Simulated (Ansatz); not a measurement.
# CH₃AlSe: one species, many methods

One table from this session's results is given with a row withheld; the runs are named, their logs left out.

Computed with Ansatz 0.2.0, Gaussian basis. Level: functionals in def2-TZVPP, the program's frozen cores in correlated methods.

The runs, in order: LDA (SPW92), PBE-D4, revPBE-D4, BLYP-D4, r2SCAN-D4, B97M-V, PBE0-D4, B3LYP-D4, r2SCANh-D4, r2SCAN0-D4, HSE06-D4, BHLYP-D4, CAM-B3LYP-D4, LC-ωPBE, ωB97X-V, ωB97M-V, B2PLYP, PBE-QIDH; CCSD(T)/def2-SVP; CCSD(T)/def2-TZVPP; MP2/def2-QZVPP; extrapolation to the limit; RPA on PBE.

## The geometry

All runs share one geometry, relaxed beforehand with PBE0-D4 in a triple-zeta def2 set.

SMILES `[CH2]1[AlH][Se]1`, 6 atoms, charge 0, spin multiplicity 1.

Atoms are counted from 1 here; the program's logs count them from 0.

Bond lengths: C1–Al2 1.915 Å, C1–Se3 2.069 Å, C1–H4 1.087 Å, C1–H5 1.087 Å, Al2–Se3 2.242 Å, Al2–H6 1.569 Å. Angles: Al2–C1–Se3 68.4°, Al2–C1–H4 122.8°, Al2–C1–H5 122.8°, Se3–C1–H4 109.8°, Se3–C1–H5 109.8°, H4–C1–H5 111.6°, C1–Al2–Se3 59.1°, C1–Al2–H6 151.8°, Se3–Al2–H6 149.1°, C1–Se3–Al2 52.6°.

Set-up of the first run:

in.yaml

```yaml
crystal:
  periodic: [false, false, false]
  atoms:
    - {symbol: C, position_ang: [-0.227686, -0.087816, -0.781809]}
    - {symbol: Al, position_ang: [0.242398, 0.419069, 1.004567]}
    - {symbol: Se, position_ang: [0.476865, -1.699227, 0.308613]}
    - {symbol: H, position_ang: [-1.253080, -0.271744, -1.090942]}
    - {symbol: H, position_ang: [0.421033, 0.091988, -1.634821]}
    - {symbol: H, position_ang: [0.382568, 1.483729, 2.148192]}
basis:
  gaussian: {orbitals: def2-TZVPP}
hamiltonian: {xc: lda}
output: {orbitals: {seedname: orbitals}}
```

Started as:

```sh
$ ansatz run in.yaml --threads 2 --pin off --events-out ev --progress --plain --max-ram 4352MiB
```

Among the steps run: LDA; PBE-D4 (GGA); revPBE-D4 (GGA); BLYP-D4 (GGA); r2SCAN-D4 (meta-GGA); B97M-V (meta-GGA); B3LYP-D4 (hybrid); r2SCANh-D4 (hybrid); r2SCAN0-D4 (hybrid); HSE06-D4 (hybrid); BHLYP-D4 (hybrid); CAM-B3LYP-D4 (range-separated); LC-ωPBE (range-separated); ωB97X-V (range-separated); ωB97M-V (range-separated); B2PLYP (double hybrid); PBE-QIDH (double hybrid).

One of the session's tables, all rows but one given; the rest of the session is left out.

It belongs to the step «Orbital energies across the functionals». 

| functional | HOMO (eV) | LUMO (eV) | gap (eV) |
| --- | --- | --- | --- |
| LDA (SPW92) | -5.75 | -2.34 | 3.41 |
| PBE-D4 | ? | ? | ? |
| revPBE-D4 | -5.56 | -2.00 | 3.55 |
| BLYP-D4 | -5.42 | -1.98 | 3.44 |
| r2SCAN-D4 | -5.82 | -1.80 | 4.02 |
| B97M-V | -5.86 | -1.94 | 3.91 |
| PBE0-D4 | -6.65 | -1.38 | 5.27 |
| B3LYP-D4 | -6.41 | -1.57 | 4.84 |
| r2SCANh-D4 | -6.21 | -1.56 | 4.65 |
| r2SCAN0-D4 | -6.79 | -1.20 | 5.59 |
| HSE06-D4 | -6.26 | -1.75 | 4.51 |
| BHLYP-D4 | -7.53 | -0.63 | 6.90 |
| CAM-B3LYP-D4 | -7.86 | -0.46 | 7.40 |
| LC-ωPBE | -9.20 | 0.58 | 9.78 |
| ωB97X-V | -8.86 | 0.48 | 9.35 |
| ωB97M-V | -8.74 | 0.22 | 8.96 |

Estimate the missing values for PBE-D4.

As computed: HOMO (eV): -5.61; LUMO (eV): -2.10; gap (eV): 3.51. In the column «HOMO (eV)» it lies between LDA (SPW92) (-5.75) and revPBE-D4 (-5.56).
